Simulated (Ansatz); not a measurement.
# NbSnS4: the cost of one run

Program: Ansatz 0.2.0. Level of theory: DFT PBE, scalar-relativistic, plane waves, PAW. These are calculated values, not measurements.

1 further run of the same task is left out (set aside as unsound or not needed).

### Step 1. The system as given

It takes space group F-43m (No. 216, cubic). The conventional cell has a = 7.952 Å, b = 7.952 Å, c = 7.952 Å, α = 90.00°, β = 90.00°, γ = 90.00°. Nb (site symmetry -43m) is surrounded by 12 S at 3.30 Å and 4 Sn at 3.44 Å. Sn (site symmetry -43m) has 12 S at 3.29 Å and 4 Nb at 3.44 Å as nearest neighbours. S (site symmetry 3m) has 6 S at 2.79 to 2.83 Å and 3 Sn at 3.29 Å and 3 Nb at 3.30 Å as nearest neighbours.

Structure file:

```
CELL_PARAMETERS angstrom
0.00000 3.97606 3.97606
3.97606 0.00000 3.97606
3.97606 3.97606 0.00000
ATOMIC_POSITIONS crystal
Nb 0.75000 0.75000 0.75000
Sn 0.00000 0.00000 0.00000
S 0.37412 0.87763 0.37412
S 0.37412 0.37412 0.87763
S 0.87763 0.37412 0.37412
S 0.37412 0.37412 0.37412
```

A structure generator made this guess: species swapped into a database cell of HoCdCu4 (F-43m, No. 216), with Nb on the Ho sites, Sn on the Cd sites and S on the Cu sites. Lengths come from tabulated atomic sizes and are only a guess.

### Step 2. Probe: one point on a coarse mesh

input.yaml

```yaml
crystal:
  lattice:
    - [0.0, 3.97606485, 3.97606485]
    - [3.97606485, 0.0, 3.97606485]
    - [3.97606485, 3.97606485, 0.0]
  atoms:
    - { symbol: Nb, position: [0.75, 0.75, 0.75] }
    - { symbol: Sn, position: [0.0, 0.0, 0.0] }
    - { symbol: S, position: [0.37412463, 0.87762612, 0.37412463] }
    - { symbol: S, position: [0.37412463, 0.37412463, 0.87762612] }
    - { symbol: S, position: [0.87762612, 0.37412463, 0.37412463] }
    - { symbol: S, position: [0.37412463, 0.37412463, 0.37412463] }
basis:
  ecutwfc: 420
kpoints:
  mp_grid: { grid: [4, 4, 4] }
hamiltonian:
  xc: pbe
scf:
  occupations: { method: gaussian, width: 0.1 }
  lower_state_search: "off"
output:
  forces: true
  stress: true
  eigenvalues: true
```

The run is started by

```
$ ansatz run input.yaml --threads 1 --pin off --max-ram 2560MiB --backend cpu --events-out ev --progress --plain --runs-dir out
```

What time and memory should one allow on 1 thread of AMD EPYC 7R43 (Zen 3), shared host?

About 3 s, with a peak of 0.4 GiB.
